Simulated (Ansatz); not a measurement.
Crystal: Cu3O2.

```
Cu O
1.0
    -2.02298    2.02298    3.67362
     2.02298   -2.02298    3.67362
     2.02298    2.02298   -3.67362
Cu O
3 2
Direct
  0.00000 0.00000 0.00000
  0.75000 0.25000 0.50000
  0.25000 0.75000 0.50000
  0.50000 0.00000 0.50000
  0.00000 0.50000 0.50000
```

The cell comes from a database or a generator and needn't be the stable form of this composition.

Base run:

```yaml
Program: Ansatz 0.2.0
Functional: r2SCAN
Potentials_or_basis: Ansatz PAW
Cutoff: 500 eV
Density_cutoff: 2000 eV
k_mesh: 9 × 9 × 9
Occupations: fermi-dirac, width 0.05 eV
Spin: no spin polarisation
```

Its results: band gap on the k mesh none (metal or under the smearing width); pressure -4.6 GPa.

**Question.** The run is repeated on the same cell with these changes: functional from r2SCAN to RPBE; cutoff from 500 eV to 420 eV; density cutoff from 2000 eV to 1680 eV. What comes out?

**Answer.** Band gap on the k mesh none (metal or under the smearing width); pressure 5.4 GPa.

Caveats: an odd number of electrons without spin polarisation forces a metal; a magnetic or distorted state may lie lower; the run has no spin polarisation, though such a crystal can be magnetic; semilocal functionals often make such compounds metallic where correlation or magnetic order opens a gap, which also shifts bond lengths; the PAW data sets come from PBE, with cores solved anew for the run's functional, which leaves a small shift of forces and pressure; the density of states is complete only up to the lowest level of the last band computed; the potentials were made for another functional, which shifts forces and pressure (some runs).

Not every run made on this cell is shown here.
